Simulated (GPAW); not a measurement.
# Al3Pt2 (P-3m1) in GPAW: notebook

The runs below take Al3Pt2 through equation of state, band structure, with LDA, PBEsol.

All numbers are computed with GPAW 26.7.0; they aren't measurements. Logs are shortened: lines on timing, memory, paths and dates and some standing lists are left out, and cuts for length are marked. The log counts tension as positive stress, the text compression.

### 1 The structure

It takes space group P-3m1 (No. 164, trigonal). The conventional cell has a = 4.207 Å, b = 4.207 Å, c = 5.189 Å, α = 90.00°, β = 90.00°, γ = 120.00°. Pt (site symmetry 3m) is surrounded by 8 Al at 2.49 to 2.69 Å. Around Al (site symmetry 3m) lie 5 Pt at 2.49 to 2.69 Å and 3 Al at 2.87 Å. Al (site symmetry -3m) is surrounded by 6 Pt at 2.58 Å.

The cell comes from a database or a generator and needn't be the stable form of this composition.

### 2 Equation of state, LDA

run.py

```python
from ase import Atoms
from ase.eos import EquationOfState
from ase.io import Trajectory
from ase.units import GPa
from gpaw import GPAW, PW

atoms = Atoms(['Pt', 'Pt', 'Al', 'Al', 'Al'],
              cell=[[4.2071400339, 0.0, 0.0],
                    [-2.103570017, 3.6434901467, 0.0],
                    [0.0, 0.0, 5.18896172]],
              scaled_positions=[[0.6666666667, 0.3333333333, 0.8338745],
                                [0.3333333333, 0.6666666667, 0.1661255],
                                [0.6666666667, 0.3333333333, 0.35316977],
                                [0.3333333333, 0.6666666667, 0.64683023],
                                [0.0, 0.0, 0.0]],
              pbc=True)

traj = Trajectory('eos.traj', 'w')
volumes, energies = [], []
for x in [0.94, 0.96, 0.98, 1.0, 1.02, 1.04, 1.06]:
    a = atoms.copy()
    a.set_cell(atoms.cell * x**(1 / 3), scale_atoms=True)
    calc = GPAW(mode=PW(600),
                xc='LDA',
                kpts={'size': (6, 6, 4), 'gamma': True},
                occupations={'name': 'fermi-dirac', 'width': 0.05},
                nbands=38,
                convergence={'density': 1e-05, 'energy': 1e-05},
                maxiter=150,
                txt=f'eos-{x:.2f}.txt')
    a.calc = calc
    energies.append(a.get_potential_energy(force_consistent=True))
    volumes.append(a.get_volume())
    p = -a.get_stress()[:3].mean() / GPa
    calc.write(f'eos-{x:.2f}.gpw')
    traj.write(a)
    print(f'{x:.2f} {volumes[-1]:10.4f} A^3 {energies[-1]:14.6f} eV {p:9.3f} GPa', flush=True)

v0, e0, B = EquationOfState(volumes, energies, eos='birchmurnaghan').fit()
print(f'V0 = {v0:.4f} A^3, E0 = {e0:.6f} eV, B0 = {B / GPa:.2f} GPa')
```

Potentials or basis: the program's PAW data sets (release 1.2.1) made for this functional, pw.

Run with:

```sh
$ OMP_NUM_THREADS=1 python run.py
```

What it wrote:

```text
__  _  _
 | _ |_)|_||  |
 |__||  | ||/\| - 26.7.0

Input parameters:
  mode=PW(ecut=600.0),
  convergence={'density': 1e-05, 'energy': 1e-05},
  kpts=MonkhorstPack(size=(6, 6, 4), gamma=True),
  maxiter=150,
  nbands=38,
  occupations=Occupations(name='fermi-dirac', width=0.05),
  xc=XC(name='LDA')

Diagonalizing LCAO Hamiltonian
Converting LCAO to pw mode

             Pt
         Al

             Al
         Pt

       Al

Atoms  # Å, Bohr magnetons
|   | symbol |         x |        y |        z |    initial magnetic moments |
|---|--------|-----------|----------|----------|-----------------------------|
| 0 |     Pt |  2.060628 | 1.189704 | 4.238613 | ( 0.0000,  0.0000,  0.0000) |
| 1 |     Pt | -0.000000 | 2.379408 | 0.844422 | ( 0.0000,  0.0000,  0.0000) |
| 2 |     Al |  2.060628 | 1.189704 | 1.795174 | ( 0.0000,  0.0000,  0.0000) |
| 3 |     Al | -0.000000 | 2.379408 | 3.287861 | ( 0.0000,  0.0000,  0.0000) |
| 4 |     Al |  0.000000 | 0.000000 | 0.000000 | ( 0.0000,  0.0000,  0.0000) |

Unit cell  # Å
| periodic |         x |        y |        z |  lengths |     angles |
|----------|-----------|----------|----------|----------|------------|
|      yes |  4.121256 | 0.000000 | 0.000000 | 4.121256 |  90.000000 |
|      yes | -2.060628 | 3.569112 | 0.000000 | 4.121256 |  90.000000 |
|      yes |  0.000000 | 0.000000 | 5.083035 | 5.083035 | 120.000000 |

Number of symmetries: 12
Symmetry operations  # r_c * U_cc + t_c -> r_c
|    | kind |            matrix            |
|----|------|------------------------------|
|  0 |  σ   |  1, 1, 0,  0,-1, 0,  0, 0, 1 |
|  1 |  S6  |  1, 1, 0, -1, 0, 0,  0, 0,-1 |
|  2 |  E   |  1, 0, 0,  0, 1, 0,  0, 0, 1 |
|  3 |  C2  |  1, 0, 0, -1,-1, 0,  0, 0,-1 |
|  4 |  C2  |  0, 1, 0,  1, 0, 0,  0, 0,-1 |
|  5 |  C3  |  0, 1, 0, -1,-1, 0,  0, 0, 1 |
|  6 |  S6  |  0,-1, 0,  1, 1, 0,  0, 0,-1 |
|  7 |  σ   |  0,-1, 0, -1, 0, 0,  0, 0, 1 |
|  8 |  σ   | -1, 0, 0,  1, 1, 0,  0, 0, 1 |
|  9 |  i   | -1, 0, 0,  0,-1, 0,  0, 0,-1 |
| 10 |  C3  | -1,-1, 0,  1, 0, 0,  0, 0, 1 |
| 11 |  C2  | -1,-1, 0,  0, 1, 0,  0, 0,-1 |

BZ-sampling:
  Number of BZ points: 144
  Number of IBZ points: 24

  Monkhorst-Pack size: [6, 6, 4]
  Monkhorst-Pack shift: [0.08333333333333333, 0.08333333333333333, 0.125]

K-points  # in reciprocal-cell coordinates
|     |                                coordinates |     weight |
|-----|--------------------------------------------|------------|
|   0 | (  0.00000000,   0.00000000,   0.00000000) | 0.00694444 |
|   1 | (  0.00000000,   0.00000000,   0.25000000) | 0.01388889 |
|   2 | (  0.00000000,   0.00000000,   0.50000000) | 0.00694444 |
|   3 | (  0.16666667,   0.00000000,  -0.25000000) | 0.04166667 |
|   4 | (  0.16666667,   0.00000000,   0.00000000) | 0.04166667 |
|   5 | (  0.16666667,   0.00000000,   0.25000000) | 0.04166667 |
|   6 | (  0.16666667,   0.00000000,   0.50000000) | 0.04166667 |
|   7 | (  0.33333333,  -0.16666667,   0.00000000) | 0.04166667 |
|   8 | (  0.33333333,  -0.16666667,   0.25000000) | 0.08333333 |
|   9 | (  0.33333333,  -0.16666667,   0.50000000) | 0.04166667 |
| ... |                                            |            |
|  23 | (  0.50000000,   0.50000000,   0.50000000) | 0.02083333 |

Plane wave coefficients: 2528
Cutoff: 600.0 eV

Spin-components: 1 (collinear spins)
Bands:           38
Projectors:      27
Spin-degeneracy: 2
Datatype:        complex128

Parallelization:
  kpt:    1
  domain: 1
  band:   1

Density:
  Valence electrons: 41.0
  Components: 1
  Grid points: [24 24 30]
  Charge: 0.0  # |e|

Potential:
  Grid points: [24 24 30]

species:
  Pt:
    name:    Platinum
    Z:       78.0
    valence: 16
    core:    62
    charge:  0.0  # [|e|]
    compensation charges:
      type: gauss
      rc: 0.41  # [Å]
      lmax: 2
    cutoffs:
      filter: 2.26  # [Å]
      core: 2.26  # [Å]
    projectors
    | kind |    occ | energy [eV] | rcut [Å] |
    |------|--------|-------------|----------|
    |   6s |  1.000 |      -5.930 |    1.307 |
    |   5p |  6.000 |     -56.318 |    1.371 |
    |   6p |  0.000 |      -0.962 |    1.371 |
    |   5d |  9.000 |      -6.387 |    1.307 |
    |    s |        |      21.281 |    1.307 |
    |    d |        |      20.825 |    1.307 |

    Using partial waves for Pt as LCAO basis

  Al:
    name:    Aluminium
    Z:       13.0
    valence: 3
    core:    10
    charge:  0.0  # [|e|]
    compensation charges:
      type: gauss
      rc: 0.34  # [Å]
      lmax: 2
    cutoffs:
      filter: 1.91  # [Å]
      core: 2.36  # [Å]
    projectors
    | kind |    occ | energy [eV] | rcut [Å] |
    |------|--------|-------------|----------|
    |   3s |  2.000 |      -7.830 |    1.085 |
    |   3p |  1.000 |      -2.783 |    1.085 |
    |    s |        |      19.382 |    1.085 |
    |    p |        |      24.428 |    1.085 |
    |    d |        |       0.000 |    1.085 |

    Using partial waves for Al as LCAO basis

Reference energy: -1019928.761660  # eV

eigensolver:
  PPCG
  Converge bands: occupied
  niter=2

density mixing:
  MSR1-Mixer
  Pratt-step length: 0.05
  Maximum mixing coefficient: 0.75
  Old densities: 10
  SVD Regularization: 0.005
  Good broyden scale: 1.0
  Trust region scale: 1.0
  Backstep threshold: 4.0
  History deletion threshold: 6.0
  Fourier metric: weight=20.0, sigma=0.015

occupation numbers:
  Fermi-Dirac:
    width: 0.0500  # eV

poisson solver:
  ecut: 4800.0  # eV

xc functional:
  name: None

convergence criteria:
- Maximum integral of absolute [dens]ity change: 1e-05 electrons / valence electron
- Maximum [total energy] change in last 3 cyles: 1e-05 eV / valence electron
- Maximum integral of absolute [eigenst]ate change: 4e-08 eV^2 / valence electron
maximum number of iterations: 150

SCF iterations
|iter     | |      energy | eigst |  dens |
|---------|-|-------------|-------|-------|
|iter:   1| |  -35.348911 | +0.53 |       |
|iter:   2| |  -34.901678 | -1.84 | -0.98 |
|iter:   3| |  -33.363460 | -1.30 | -1.02 |
|iter:   4| |  -33.285141 | -2.45 | -1.71 |
|iter:   5| |  -33.259748 | -3.11 | -1.87 |
|iter:   6| |  -33.259033 | -4.31 | -2.52 |
|iter:   7| |  -33.259187 | -4.66 | -2.85 |
|iter:   8| |  -33.259190c| -6.54 | -3.86 |
|iter:   9| |  -33.259189c| -7.24 | -4.07 |
|iter:  10| |  -33.259188c| -7.79c| -4.91 |
|iter:  11| |  -33.259188c| -8.63c| -5.81c|

Converged in 11 steps
Energy contributions relative to reference atoms: (reference = -1019928.761660)

Energy contributions:
  Kinetic:          27.305927
  Coulomb:         -22.695302
  Zero:             -0.973242
  External:          0.000000
  Xc:              -36.890924
  Entropy:          -0.011297
  Spinorbit:         0.000000
  ----------------------------
  Free energy:     -33.264837
  Extrapolated:    -33.259188

dipole moment: (-3.539902, -6.131290, -8.732020)  # |e|*Ang

Fermi level: 9.847
Eigenvalues  # (at kpt = [0.000, 0.000, 0.000])
| band index |      eig [eV] | occ [0-2] |
|------------|---------------|-----------|
|          0 |       -44.036 |     2.000 |
|        ... |               |           |
|         11 |         4.055 |     2.000 |
|         12 |         4.055 |     2.000 |
|         13 |         5.367 |     2.000 |
|         14 |         5.367 |     2.000 |
|         15 |         6.641 |     2.000 |
|         16 |         6.641 |     2.000 |
[... 8 lines left out ...]
|         25 |        15.373 |     0.000 |
|         26 |        15.373 |     0.000 |
|        ... |               |           |
|         37 |        24.215 |     0.000 |

No gap
No difference between direct/indirect transitions

Stress tensor  # eV/Ang^3
|         x |         y |         z |
|-----------|-----------|-----------|
| -0.048573 | -0.000000 |  0.000000 |
| -0.000000 | -0.048573 |  0.000000 |
|  0.000000 |  0.000000 | -0.050375 |

# Writing to eos-0.94.gpw (mode='')
```

Run time: 6.1 min. Hardware: 1 thread of Arm Neoverse V1, shared host; peak memory 0.38 GiB.

What came out:

| Property | Result |
| --- | --- |
| Equilibrium volume | 15.59 Å³/atom |
| Bulk modulus at fixed shape and positions | 173 GPa |
| Pressure derivative of the bulk modulus | 4.6 |

Energy against volume, from the lowest point:
```csv
volume (Å³/atom),energy (meV/atom)
14.954,15.05
15.272,3.59
15.590,0.00
15.908,3.44
16.226,13.15
16.544,28.45
16.862,48.72
```

Caveat: the cell was scaled at fixed shape and fractional positions, which overstates the stiffness of a crystal with free parameters, most of all of layers and chains. Spin-orbit coupling is left out, which matters for the levels of Pt.

### 3 Band structure, PBEsol

run.py

```python
from ase import Atoms
from ase.dft.bandgap import bandgap
from ase.io import write
from ase.units import GPa
from gpaw import GPAW, PW, setup_paths

setup_paths.insert(0, '.')

atoms = Atoms(['Pt', 'Pt', 'Al', 'Al', 'Al'],
              cell=[[4.2071400339, 0.0, 0.0],
                    [-2.103570017, 3.6434901467, 0.0],
                    [0.0, 0.0, 5.18896172]],
              scaled_positions=[[0.6666666667, 0.3333333333, 0.8338745],
                                [0.3333333333, 0.6666666667, 0.1661255],
                                [0.6666666667, 0.3333333333, 0.35316977],
                                [0.3333333333, 0.6666666667, 0.64683023],
                                [0.0, 0.0, 0.0]],
              pbc=True)

calc = GPAW(mode=PW(600),
            xc='PBEsol',
            kpts={'size': (6, 6, 4), 'gamma': True},
            occupations={'name': 'fermi-dirac', 'width': 0.05},
            nbands=38,
            convergence={'density': 1e-05, 'energy': 1e-05},
            maxiter=150,
            txt='gpaw.txt')
atoms.calc = calc
energy = atoms.get_potential_energy()
forces = atoms.get_forces()
stress = atoms.get_stress()
calc.write('gs.gpw')
write('result.traj', atoms)
print(f'Energy: {energy:.6f} eV')
print('Forces (eV/A):')
print(forces.round(4))
print('Stress (GPa):', (stress / GPa).round(3))
print('Fermi level:', round(calc.get_fermi_level(), 4), 'eV')
print(f'Gap: {bandgap(calc)[0]:.4f} eV, direct: {bandgap(calc, direct=True)[0]:.4f} eV')

path = atoms.cell.bandpath('GMKGALHA,LM,KH', npoints=100, eps=1e-4)
bs_calc = calc.fixed_density(kpts=path, symmetry='off', nbands=56,
                             convergence={'bands': 'CBM+6.0', 'eigenstates': 1e-6}, txt='bands.txt')
bs = bs_calc.band_structure()
bs.write('bs.json')
print(f'Gap on the path: {bandgap(bs_calc)[0]:.4f} eV')
```

Potentials or basis: PAW data sets generated in the run's folder for this functional, pw.

Run with:

```sh
$ gpaw-setup -f PBEsol Al Pt
$ OMP_NUM_THREADS=1 python run.py
```

gpaw.txt:

```text
__  _  _
 | _ |_)|_||  |
 |__||  | ||/\| - 26.7.0

Input parameters:
  mode=PW(ecut=600.0),
  convergence={'density': 1e-05, 'energy': 1e-05},
  kpts=MonkhorstPack(size=(6, 6, 4), gamma=True),
  maxiter=150,
  nbands=38,
  occupations=Occupations(name='fermi-dirac', width=0.05),
  xc=XC(name='PBEsol')

Diagonalizing LCAO Hamiltonian
Converting LCAO to pw mode

             Pt
         Al

             Al
         Pt

       Al

Atoms  # Å, Bohr magnetons
|   | symbol |         x |        y |        z |    initial magnetic moments |
|---|--------|-----------|----------|----------|-----------------------------|
| 0 |     Pt |  2.103570 | 1.214497 | 4.326943 | ( 0.0000,  0.0000,  0.0000) |
| 1 |     Pt | -0.000000 | 2.428993 | 0.862019 | ( 0.0000,  0.0000,  0.0000) |
| 2 |     Al |  2.103570 | 1.214497 | 1.832584 | ( 0.0000,  0.0000,  0.0000) |
| 3 |     Al | -0.000000 | 2.428993 | 3.356377 | ( 0.0000,  0.0000,  0.0000) |
| 4 |     Al |  0.000000 | 0.000000 | 0.000000 | ( 0.0000,  0.0000,  0.0000) |

Unit cell  # Å
| periodic |         x |        y |        z |  lengths |     angles |
|----------|-----------|----------|----------|----------|------------|
|      yes |  4.207140 | 0.000000 | 0.000000 | 4.207140 |  90.000000 |
|      yes | -2.103570 | 3.643490 | 0.000000 | 4.207140 |  90.000000 |
|      yes |  0.000000 | 0.000000 | 5.188962 | 5.188962 | 120.000000 |

Number of symmetries: 12
Symmetry operations  # r_c * U_cc + t_c -> r_c
|    | kind |            matrix            |
|----|------|------------------------------|
|  0 |  σ   |  1, 1, 0,  0,-1, 0,  0, 0, 1 |
|  1 |  S6  |  1, 1, 0, -1, 0, 0,  0, 0,-1 |
|  2 |  E   |  1, 0, 0,  0, 1, 0,  0, 0, 1 |
|  3 |  C2  |  1, 0, 0, -1,-1, 0,  0, 0,-1 |
|  4 |  C2  |  0, 1, 0,  1, 0, 0,  0, 0,-1 |
|  5 |  C3  |  0, 1, 0, -1,-1, 0,  0, 0, 1 |
|  6 |  S6  |  0,-1, 0,  1, 1, 0,  0, 0,-1 |
|  7 |  σ   |  0,-1, 0, -1, 0, 0,  0, 0, 1 |
|  8 |  σ   | -1, 0, 0,  1, 1, 0,  0, 0, 1 |
|  9 |  i   | -1, 0, 0,  0,-1, 0,  0, 0,-1 |
| 10 |  C3  | -1,-1, 0,  1, 0, 0,  0, 0, 1 |
| 11 |  C2  | -1,-1, 0,  0, 1, 0,  0, 0,-1 |

BZ-sampling:
  Number of BZ points: 144
  Number of IBZ points: 24

  Monkhorst-Pack size: [6, 6, 4]
  Monkhorst-Pack shift: [0.08333333333333333, 0.08333333333333333, 0.125]

K-points  # in reciprocal-cell coordinates
|     |                                coordinates |     weight |
|-----|--------------------------------------------|------------|
|   0 | (  0.00000000,   0.00000000,   0.00000000) | 0.00694444 |
|   1 | (  0.00000000,   0.00000000,   0.25000000) | 0.01388889 |
|   2 | (  0.00000000,   0.00000000,   0.50000000) | 0.00694444 |
|   3 | (  0.16666667,   0.00000000,  -0.25000000) | 0.04166667 |
|   4 | (  0.16666667,   0.00000000,   0.00000000) | 0.04166667 |
[... 76 lines left out ...]
    |    p |        |      24.522 |    1.085 |
    |    d |        |       0.000 |    1.085 |

    Using partial waves for Al as LCAO basis

Reference energy: -1020241.565183  # eV

eigensolver:
  PPCG
  Converge bands: occupied
  niter=2

density mixing:
  MSR1-Mixer
  Pratt-step length: 0.05
  Maximum mixing coefficient: 0.75
  Old densities: 10
  SVD Regularization: 0.005
  Good broyden scale: 1.0
  Trust region scale: 1.0
  Backstep threshold: 4.0
  History deletion threshold: 6.0
  Fourier metric: weight=20.0, sigma=0.015

occupation numbers:
  Fermi-Dirac:
    width: 0.0500  # eV

poisson solver:
  ecut: 4800.0  # eV

xc functional:
  name: PBEsol with 2 nearest neighbor stencil

convergence criteria:
- Maximum integral of absolute [dens]ity change: 1e-05 electrons / valence electron
- Maximum [total energy] change in last 3 cyles: 1e-05 eV / valence electron
- Maximum integral of absolute [eigenst]ate change: 4e-08 eV^2 / valence electron
maximum number of iterations: 150

SCF iterations
|iter     | |      energy | eigst |  dens |
|---------|-|-------------|-------|-------|
|iter:   1| |  -33.511031 | +0.51 |       |
|iter:   2| |  -33.088940 | -1.85 | -0.98 |
|iter:   3| |  -31.759882 | -1.29 | -1.02 |
|iter:   4| |  -31.699053 | -2.43 | -1.70 |
|iter:   5| |  -31.678599 | -2.99 | -1.84 |
|iter:   6| |  -31.678631 | -4.13 | -2.50 |
|iter:   7| |  -31.679071 | -4.35 | -2.84 |
|iter:   8| |  -31.679085 | -6.02 | -3.85 |
|iter:   9| |  -31.679086c| -6.61 | -4.02 |
|iter:  10| |  -31.679086c| -7.51c| -4.96 |
|iter:  11| |  -31.679086c| -8.05c| -5.70c|

Converged in 11 steps
Energy contributions relative to reference atoms: (reference = -1020241.565183)

Energy contributions:
  Kinetic:           0.446153
  Coulomb:          -0.264813
  Zero:             -0.948945
  External:          0.000000
  Xc:              -30.905948
  Entropy:          -0.011067
  Spinorbit:         0.000000
  ----------------------------
  Free energy:     -31.684619
  Extrapolated:    -31.679086

dipole moment: (-3.600711, -6.236614, -8.882020)  # |e|*Ang

Fermi level: 9.156
Eigenvalues  # (at kpt = [0.000, 0.000, 0.000])
| band index |      eig [eV] | occ [0-2] |
|------------|---------------|-----------|
|          0 |       -44.493 |     2.000 |
|        ... |               |           |
|         11 |         3.789 |     2.000 |
|         12 |         3.789 |     2.000 |
|         13 |         4.961 |     2.000 |
|         14 |         4.961 |     2.000 |
|         15 |         6.142 |     2.000 |
|         16 |         6.142 |     2.000 |
[... 8 lines left out ...]
|         25 |        14.520 |     0.000 |
|         26 |        14.520 |     0.000 |
|        ... |               |           |
|         37 |        22.842 |     0.000 |

No gap
No difference between direct/indirect transitions

Forces  # eV/Ang
|        x |        y |        z |
|----------|----------|----------|
| -0.00000 |  0.00000 |  0.10473 |  # Pt   0
|  0.00000 |  0.00000 | -0.10473 |  # Pt   1
|  0.00000 | -0.00000 |  0.00081 |  # Al   2
|  0.00000 | -0.00000 | -0.00081 |  # Al   3
|  0.00000 |  0.00000 |  0.00000 |  # Al   4

Stress tensor  # eV/Ang^3
|         x |         y |        z |
|-----------|-----------|----------|
| -0.002833 | -0.000000 | 0.000000 |
| -0.000000 | -0.002833 | 0.000000 |
|  0.000000 |  0.000000 | 0.000118 |

# Writing to gs.gpw (mode='')
```

stdout:

```text
Energy: -31.679086 eV
Forces (eV/A):
[[-0.      0.      0.1047]
 [ 0.      0.     -0.1047]
 [ 0.     -0.      0.0008]
 [ 0.     -0.     -0.0008]
 [ 0.      0.      0.    ]]
Stress (GPa): [-0.454 -0.454  0.019  0.     0.    -0.   ]
Fermi level: 9.156 eV
Gap: 0.0000 eV, direct: 0.0000 eV
Gap on the path: 0.0000 eV
```

Wall time 2.8 min (1 thread of Arm Neoverse V2, shared host); peak memory 0.55 GiB.

Results:

* Free energy: -31.6846 eV
* Pressure: 0.3 GPa
* Largest force: 0.105 eV/Å
* Band gap along the path: none (metal or under the smearing width)

Forces in eV/Å, atoms in the order of the input:
```
Pt   0.000  0.000  0.105
Pt   0.000  0.000 -0.105
Al   0.000  0.000  0.001
Al   0.000  0.000 -0.001
Al   0.000  0.000  0.000
```

Levels at the corners of the path, in eV from the Fermi level:
```
point  band 18  band 19  band 20  band 21  band 22  band 23  band 24  band 25
    Γ    -2.86    -2.34     1.28     1.28     2.87     3.82     3.82     3.99
    M    -2.86    -2.45    -2.40    -1.99     1.33     2.18     2.90     3.96
    K    -3.74    -3.74    -1.18    -1.18     0.97     2.12     2.12     3.11
    Γ    -2.86    -2.34     1.28     1.28     2.87     3.82     3.82     3.99
    A    -3.16     1.91     2.26     2.26     2.82     2.85     2.85     2.99
    L    -3.29    -3.24    -1.93    -0.56     1.84     2.34     3.46     5.05
    H    -3.11    -2.62    -2.62    -2.56     0.07     4.80     5.99     5.99
    A    -3.16     1.91     2.26     2.26     2.82     2.85     2.85     2.99
    L    -3.29    -3.24    -1.93    -0.56     1.84     2.34     3.46     5.05
    M    -2.86    -2.45    -2.40    -1.99     1.33     2.18     2.90     3.96
    K    -3.74    -3.74    -1.18    -1.18     0.97     2.12     2.12     3.11
    H    -3.11    -2.62    -2.62    -2.56     0.07     4.80     5.99     5.99
```

Caveat: spin-orbit coupling is left out, which moves the levels of the heavy elements.

[end of part 1 of 2]
